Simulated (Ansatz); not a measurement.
# Sn (reference phase): the cost of one run

Computed with Ansatz 0.2.0 (DFT LDA, with the methods named in each step, unless a step's input says otherwise).

### 1 Starting point

Symmetry: Fd-3m, No. 227, cubic system. The conventional cell has a = 6.491 Å, b = 6.491 Å, c = 6.491 Å, α = 90.00°, β = 90.00°, γ = 90.00°. Sn (site symmetry -43m) is surrounded by 4 Sn at 2.81 Å.

As a file:

```cif
data_structure
_symmetry_space_group_name_H-M 'P 1'
_symmetry_Int_Tables_number 1
_cell_length_a 4.5900
_cell_length_b 4.5900
_cell_length_c 4.5900
_cell_angle_alpha 60.000
_cell_angle_beta 60.000
_cell_angle_gamma 60.000
_cell_volume 68.38
loop_
_atom_site_label
_atom_site_type_symbol
_atom_site_fract_x
_atom_site_fract_y
_atom_site_fract_z
_atom_site_occupancy
Sn1 Sn 0.50000 0.50000 0.50000 1
Sn2 Sn 0.75000 0.75000 0.75000 1
```

Atoms are numbered in the order of the input: Sn1, Sn2.

### 2 Relaxed, PAW

Input file input.yaml:

```yaml
crystal:
  lattice:
    - [0.0, 3.2456, 3.2456]
    - [3.2456, 0.0, 3.2456]
    - [3.2456, 3.2456, 0.0]
  atoms:
    - { symbol: Sn, position: [0.5, 0.5, 0.5] }
    - { symbol: Sn, position: [0.75, 0.75, 0.75] }
kpoints:
  mp_grid: { grid: [14, 14, 14] }
scf:
  occupations: { method: fermi_dirac, width: 0.05 }
hamiltonian:
  xc: lda
  pseudopotentials: { kind: paw }
output:
  forces: true
  stress: true
relax:
  f_tol: 0.003
  max_steps: 80
  cell: {}
```

The run is started by

```bash
ansatz run input.yaml --threads 1 --pin off --max-ram 3072MiB --backend cpu --events-out ev --progress --plain --runs-dir out
```

What time and memory should one allow on 1 thread of Arm Neoverse V2, shared host?

About 19 s, with a peak of 0.38 GiB.
